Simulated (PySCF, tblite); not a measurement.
# BrH₇PSi₃ radical: geometry, infrared bands and EPR parameters

What infrared bands and EPR parameters should BrH₇PSi₃ radical (`[SiH2]P([SiH3])[SiH2]Br`) show?

Programs: tblite 0.8.0 and PySCF 2.14.0, with density-fitted response routines of our own. Each step states its level of theory. These are calculated values for one molecule in the gas phase, unless marked as measured. Atoms are numbered from 0 throughout.

### Step 1. The starting structure

12 atoms, charge 0, multiplicity 2; geometry from: force field or distance geometry start.

Bonds of the start (Å): Si0–P1 2.23, P1–Si2 2.19, P1–Si3 2.22, Si3–Br4 2.28, Si0–H5 1.44, Si0–H6 1.45, Si2–H7 1.48, Si2–H8 1.46, Si2–H9 1.48, Si3–H10 1.48, Si3–H11 1.45.

### Step 2. Geometry optimisation with GFN2-xTB

The job: settings as JSON, then the geometry in Å.

```
{"job": {"kind": "relax", "xc": "GFN2-xTB", "basis": "xTB"}, "charge": 0, "multiplicity": 2}
Si     0.427400    -2.107900     0.104300
P     -0.181100    -0.133300    -0.739100
Si    -2.059700     0.358300     0.271600
Si     1.471900     1.244100    -0.184900
Br     1.898600     1.167900     2.057500
H      1.699500    -2.058100     0.780700
H      0.315300    -3.109600    -0.942000
H     -2.850000     1.268300    -0.594000
H     -1.803500     1.005700     1.560400
H     -2.832400    -0.898100     0.416700
H      2.672100     0.662200    -0.830300
H      1.243100     2.599700    -0.632700
```

The run is started by

```sh
OMP_NUM_THREADS=1 python probes_run.py task.json out
```

This one command runs all jobs of the session in turn.

**Question.** This job is followed by: GFN2-xTB harmonic vibrations, gas phase; UKS B3LYP, def2-TZVP-core on Br, pcH-1 on H P Si, non-relativistic, mean-field spin-orbit, GIAO. What will the session give for the following? strongest single infrared mode (GFN2-xTB); zero-point energy (GFN2-xTB); g(iso) (B3LYP); ⟨S²⟩; largest a(iso) (averaged by class); potential on the surface of density 0.002 e/bohr³, 1st and 99th percentile.

**Answer**, as computed:

```
                                                                  quantity                    value
                                 strongest single infrared mode (GFN2-xTB)     698 cm⁻¹, 653 km/mol
                                              zero-point energy (GFN2-xTB)            37.2 kcal/mol
                                                            g(iso) (B3LYP)                  2.00920
                                                                      ⟨S²⟩       0.752 (exact 0.75)
                                        largest a(iso) (averaged by class)  29Si on Si0, -505.6 MHz
potential on the surface of density 0.002 e/bohr³, 1st and 99th percentile       -0.59 V and 1.34 V
```

**Reading.** Over 101 steps the energy fell by 0.240 eV; of the close pairs, Si3–Br4 changed most, 2.284 to 2.214 Å. All 30 modes are real, so the xTB geometry is a minimum. The strongest single mode, at 698 cm⁻¹, moves mainly H10 and H11. Unscaled tight-binding wavenumbers are off by several per cent, some by more. Its intensities can rank the bands wrongly. Si0 carries the largest spin population, 0.84 e. The isotropic g lies 6.9 ppt above the free-electron value. The hyperfine terms hold no scalar relativity, which the heavier nuclei need. These values are for one conformer; the search (at its own cheap level) found 2 more, at 0.69, 0.70 kcal/mol, and measured spectra average over such forms.
